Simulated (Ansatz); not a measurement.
**ZrPRu: properties at the relaxed cell**

An exercise on one series of results from a longer session: the logs are not shown, and one member is left open.

Method: DFT PBEsol, scalar-relativistic, plane waves, PAW, in Ansatz 0.2.0.

1 further run of the same task is left out (set aside as unsound or not needed). Runs told in other sessions of the task aren't counted.

### The starting structure

Symmetry: P-62m, No. 189, hexagonal system. Conventional cell: a = 6.408 Å, b = 6.408 Å, c = 3.775 Å, α = 90.00°, β = 90.00°, γ = 120.00°. Zr (site symmetry m2m) is surrounded by 5 P at 2.67 to 2.70 Å and 6 Ru at 2.88 to 2.99 Å. Around P (site symmetry -6) lie 3 Ru at 2.47 Å and 6 Zr at 2.70 Å. Around P (site symmetry -62m) lie 6 Ru at 2.45 Å and 3 Zr at 2.67 Å. Around Ru (site symmetry m2m) lie 4 P at 2.45 to 2.47 Å and 2 Ru at 2.71 Å.

Coordinates:

```
Zr P Ru
1.0
     6.40753    0.00000    0.00000
    -3.20376    5.54908    0.00000
     0.00000    0.00000    3.77519
Zr P Ru
3 3 3
Direct
  0.41592 0.41592 0.00000
  0.58408 0.00000 0.00000
  0.00000 0.58408 0.00000
  0.66667 0.33333 0.50000
  0.33333 0.66667 0.50000
  0.00000 0.00000 0.00000
  0.75581 0.75581 0.50000
  0.24419 0.00000 0.50000
  0.00000 0.24419 0.50000
```

It goes back to an entry of the Materials Project, which need not be the stable form.

This cell was relaxed beforehand with the same method: volume 14.91 Å³/atom, gap on the mesh none (metal).

Set-up of the first run:

File input.yaml:

```yaml
crystal:
  lattice:
    - [6.3427998786, 0.0, 0.0]
    - [-3.1713999393, 5.493025826, 0.0]
    - [0.0, 0.0, 3.7370578778]
  atoms:
    - { symbol: Zr, position: [0.4159186291, 0.4159186291, 0.0] }
    - { symbol: Zr, position: [0.5840813709, 0.0, 0.0] }
    - { symbol: Zr, position: [0.0, 0.5840813709, 0.0] }
    - { symbol: P, position: [0.6666666667, 0.3333333333, 0.5] }
    - { symbol: P, position: [0.3333333333, 0.6666666667, 0.5] }
    - { symbol: P, position: [0.0, 0.0, 0.0] }
    - { symbol: Ru, position: [0.7558067318, 0.7558067318, 0.5] }
    - { symbol: Ru, position: [0.2441932682, 0.0, 0.5] }
    - { symbol: Ru, position: [0.0, 0.2441932682, 0.5] }
basis:
  ecutwfc: 420
kpoints:
  mp_grid: { grid: [6, 6, 10] }
hamiltonian:
  xc: pbesol
scf:
  occupations: { method: gaussian, width: 0.1 }
output:
  forces: true
  stress: true
  eigenvalues: true
relax:
  adjacent_minimum: "off"
  f_tol: 0.01
  max_steps: 30
  cell: { stress_tol: 0.1, fix: [volume] }
```

The run is started by

```console
ansatz run input.yaml --threads 2 --pin off --max-ram 5120MiB --backend cpu --events-out ev --progress --plain --runs-dir out
```

Among the steps run: Volume × 0.97; Volume × 1.03; The cell scaled to 0.94 of its volume; Point at V/V0 = 1.06; Point at V/V0 = 0.91; Volume × 1.10; Point at V/V0 = 0.88.

One table of the session follows, with a row left open; its other results are not shown here.

It belongs to the step «Equation of state». 

```
volume (Å³/atom)  energy above the lowest point (meV/atom)  pressure (GPa)
          13.125                                     193.5           38.87
          13.572                                     102.5           26.65
          14.020                                      42.9           16.28
          14.467                                         ?               ?
          14.914                                       0.0            0.00
          15.362                                       9.1           -6.34
          15.809                                      34.6          -11.71
          16.406                                      89.6          -17.59
```

Q: Estimate the row for volume (Å³/atom) = 14.467 from the others.

Worked estimate for «energy above the lowest point (meV/atom)». A straight line through the neighbours (14.020, 42.9) and (14.914, 0.0) gives 42.9 + (0.0 − 42.9) × (14.467 − 14.020) / (14.914 − 14.020) = 21.4; a parabola fitted to 4 rows on both sides gives 10.0.

The run gave: energy above the lowest point (meV/atom): 10.1; pressure (GPa): 7.47. In «energy above the lowest point (meV/atom)» the line misses by +11.3 and the parabola by -0.1.
